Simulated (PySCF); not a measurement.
# H2Yb (Yb(H)2): the cost of one run

Program: PySCF 2.14.0. Level of theory: PBE0, Yb def2-SVP with ECP28, H def2-SVP; scalar-relativistic core potentials, no spin–orbit coupling. These are calculated values, not measurements.

### 1 Starting geometry

3 atoms, charge 0, spin multiplicity 1.

Bond lengths: Yb1–H2 2.298 Å, Yb1–H3 2.298 Å. Angles: H2–Yb1–H3 131.8°.

Geometry (Å):

```xyz
3

Yb    0.0000    0.0000    0.0000
H     2.0971    0.0000    0.9385
H    -2.0971    0.0000    0.9385
```

Formal oxidation states: Yb +2.

### 2 SCF at the start, singlet

Contents of run.py (the lines that set the calculation):

```python
mol = gto.M(atom='''
Yb     0.00000     0.00000     0.00000
H      2.09710     0.00000     0.93850
H     -2.09710     0.00000     0.93850''',
    basis={'Yb': 'def2-SVP', 'H': 'def2-SVP'},
    ecp={'Yb': 'def2-SVP'},
    charge=0, spin=0)
mf = dft.RKS(mol, xc='PBE0')
mf.grids.atom_grid = (50, 194)  # f atoms: unpruned, at least (60, 302)
mf = mf.density_fit()  # fitting sets: Yb def2-universal-JKFIT, H def2-universal-JKFIT
mf.conv_tol = 1e-08; mf.max_cycle = 55
mf.kernel(dm0)  # dm0: free metal ions and neutral atoms
```

On the command line:

```bash
OMP_NUM_THREADS=2 python run.py
```

**Question.** How long does this run take on 2 threads of Arm Neoverse V1, shared host, and how much memory does it need?

About 7.1 s, with a peak of 0.38 GiB.
